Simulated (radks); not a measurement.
**Ionisation of Sb¹⁹⁺: one atom, several choices of functional**

One table from this session's results is given with a row withheld; the runs are named, their logs left out.

Method: Dirac Kohn-Sham, spin-unpolarised, spherical densities, point nucleus; open shells are shared between the two j in proportion to 2j + 1. Code: radks (a radial shooting solver on a logarithmic mesh, Libxc functionals) version 1.

### The system

| Item | Value |
| --- | --- |
| element | antimony (Z = 51) |
| charge | +19 |
| electrons | 32 |
| configuration | [Ar] 3d10 4s2 4p2 |
| ion | Sb²⁰⁺, [Ar] 3d10 4s2 4p1 |
| choices | LDA (Slater exchange, VWN5 correlation); BLYP; LDA (Slater exchange, Perdew-Zunger correlation); PBE; BP86; exchange-only PBE; PW91 |

Outer shells as boxes (Hund's rule):

Sb¹⁹⁺
```
[Ar] core
3d [↑↓][↑↓][↑↓][↑↓][↑↓]
4s [↑↓]
4p [↑ ][↑ ][  ]
```

Sb²⁰⁺
```
[Ar] core
3d [↑↓][↑↓][↑↓][↑↓][↑↓]
4s [↑↓]
4p [↑ ][  ][  ]
```

The first run:

Input:

```text
Z 51
configuration [Ar] 3d10 4s2 4p2
relativity Dirac
functional lda,vwn5
spin unpolarised
j_filling average
nucleus point
c 137.035999084
```

Among the steps run: LDA (Slater exchange, VWN5 correlation): Sb¹⁹⁺.

One of the session's tables, all rows but one given; the rest of the session is left out.

It belongs to the step «LDA (Slater exchange, VWN5 correlation): Sb¹⁹⁺». Radial moments (bohr):

| level | <r> | outermost maximum (interpolated) | 90 % within | nodes |
| --- | --- | --- | --- | --- |
| 3s1/2 | 0.3274 | 0.299 | 0.481 | 2 |
| 3p1/2 | 0.3171 | 0.285 | 0.476 | 1 |
| 3p3/2 | 0.3280 | 0.295 | 0.491 | 1 |
| 3d3/2 | 0.2972 | 0.239 | 0.466 | 0 |
| 3d5/2 | 0.3006 | 0.242 | 0.471 | 0 |
| 4s1/2 | 0.7038 | 0.679 | 0.998 | 3 |
| 4p1/2 | ? | ? | ? | ? |
| 4p3/2 | 0.7321 | 0.705 | 1.05 | 2 |

Q: Estimate the row for 4p1/2 from the others.

The run gave: <r>: 0.7153; outermost maximum (interpolated): 0.687; 90 % within: 1.02; nodes: 2. In the column «<r>» it lies between 4s1/2 (0.7038) and 4p3/2 (0.7321).

Caveats from the session: Spin polarisation and multiplet splitting are left out, so open shells lie too high by an amount that depends on their filling.
